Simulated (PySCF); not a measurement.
# ZnBr+, a cluster of ions: interaction energy

Computed with PySCF 2.14.0; each step states its level. No surroundings beyond the atoms listed, unless a continuum is named. Atoms count from 0, parts from 1.

### Step 1. The system as given

2 atoms, charge 1, multiplicity 1; geometry: GFN2-xTB. Parts: 1 = atom 0, `[Zn+2]`, charge 2; 2 = atom 1, `[Br-]`, charge -1.

### Step 2. Optimising the geometry at PBE0-D3(BJ)/def2-SVPD

The job: settings as JSON, then the geometry in Å.

```
{"job": {"xc": "PBE0", "basis": "def2-SVPD", "d3": "d3bj", "grid": 2, "kind": "geom", "shake": 0.01}, "charge": 1, "multiplicity": 1, "parts": [{"atoms": "0-0", "charge": 2, "multiplicity": 1}, {"atoms": "1-1", "charge": -1, "multiplicity": 1}]}
Zn    -0.045248     0.043276     0.070776
Br    -1.296890     1.349130     1.307510
```

On the command line:

```bash
$ OMP_NUM_THREADS=1 python cluster_run.py task.json out
```

This one command runs all jobs of the session in turn.

**Question.** How long does this first job take on 1 thread of AMD EPYC 9R45, shared host, and how much memory does it need?

About 4 s, with a peak of 0.33 GiB.
